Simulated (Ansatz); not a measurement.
# C4H6OSi: one species, many methods

One table from this session's results is given with a row withheld; the runs are named, their logs left out.

Program: Ansatz 0.2.0, Gaussian basis. Level of theory: functionals in def2-TZVPP, the program's frozen cores in correlated methods. These are calculated values, not measurements.

Levels to be run: PBE-D4, r2SCAN-D4, PBE0-D4, B3LYP-D4, ωB97X-V, ωB97M-V, B2PLYP; CCSD(T)/def2-TZVPP; MP2/def2-QZVPP; extrapolation to the limit.

**Structure used throughout**

The geometry comes from an earlier relaxation with PBE0-D4 in a triple-zeta def2 set; it is a stationary point, not always the lowest conformer.

SMILES `C=C1OC=C[SiH2]1`, 12 atoms, charge 0, spin multiplicity 1.

Atoms are counted from 1 here; the program's logs count them from 0.

Bond lengths: C1–C2 1.326 Å, C1–H7 1.082 Å, C1–H8 1.085 Å, C2–O3 1.390 Å, C2–Si6 1.888 Å, O3–C4 1.357 Å, C4–C5 1.337 Å, C4–H9 1.085 Å, C5–Si6 1.839 Å, C5–H10 1.080 Å, Si6–H11 1.487 Å, Si6–H12 1.487 Å. Angles: C2–C1–H7 120.1°, C2–C1–H8 121.7°, H7–C1–H8 118.2°, C1–C2–O3 118.5°, C1–C2–Si6 132.9°, O3–C2–Si6 108.5°, C2–O3–C4 112.9°, O3–C4–C5 122.2°, O3–C4–H9 111.1°, C5–C4–H9 126.7°, C4–C5–Si6 107.3°, C4–C5–H10 120.2°, Si6–C5–H10 132.5°, C2–Si6–C5 89.1°, C2–Si6–H11 113.3°, C2–Si6–H12 113.3°, C5–Si6–H11 116.4°, C5–Si6–H12 116.4° and more.

Set-up of the first run:

in.yaml

```yaml
crystal:
  periodic: [false, false, false]
  atoms:
    - {symbol: C, position_ang: [0.030799, -2.156828, 0.300512]}
    - {symbol: C, position_ang: [0.074320, -0.836249, 0.190895]}
    - {symbol: O, position_ang: [0.862933, -0.121248, 1.085215]}
    - {symbol: C, position_ang: [0.823616, 1.218010, 0.869591]}
    - {symbol: C, position_ang: [0.092585, 1.760718, -0.109269]}
    - {symbol: Si, position_ang: [-0.751417, 0.384375, -0.990021]}
    - {symbol: H, position_ang: [-0.574683, -2.737515, -0.382266]}
    - {symbol: H, position_ang: [0.591207, -2.684618, 1.064593]}
    - {symbol: H, position_ang: [1.447906, 1.746241, 1.582142]}
    - {symbol: H, position_ang: [0.085365, 2.831244, -0.251463]}
    - {symbol: H, position_ang: [-0.369074, 0.177072, -2.412350]}
    - {symbol: H, position_ang: [-2.236657, 0.363497, -0.913781]}
basis:
  gaussian: {orbitals: def2-TZVPP}
hamiltonian: {xc: pbe, dispersion: d4}
output: {forces: true, orbitals: {seedname: orbitals}}
```

Started as:

```sh
ansatz run in.yaml --threads 4 --pin off --events-out ev --progress --plain --max-ram 10444MiB
```

Steps of the session up to this table: PBE-D4 (GGA); r2SCAN-D4 (meta-GGA); PBE0-D4 (hybrid); B3LYP-D4 (hybrid); ωB97X-V (range-separated); ωB97M-V (range-separated); B2PLYP (double hybrid); CCSD(T) in def2-TZVPP; MP2 in def2-QZVPP.

One table of the session follows, with a row left open; its other results are not shown here.

It belongs to the step «Atomisation energies». 

```
            method  atomisation energy (eV)
            PBE-D4                   53.453
         r2SCAN-D4                   52.176
           PBE0-D4                   52.319
          B3LYP-D4                   51.875
           ωB97X-V                   51.984
           ωB97M-V                   52.030
            B2PLYP                   51.339
     HF/def2-TZVPP                   37.496
    MP2/def2-TZVPP                        ?
   CCSD/def2-TZVPP                   49.470
CCSD(T)/def2-TZVPP                   50.428
           MP2/CBS                   52.902
       CCSD(T)/CBS                   51.771
```

Q: Estimate the row for MP2/def2-TZVPP from the others.

**Answer.** atomisation energy (eV): 51.559. In the column «atomisation energy (eV)» it lies between B2PLYP (51.339) and CCSD(T)/CBS (51.771).

Limits of these values: Free atoms (4 C, 1 O, 1 Si, 6 H) were run apart at each level; the atomisation energy is their sum less the molecule, without zero-point or spin-orbit terms.
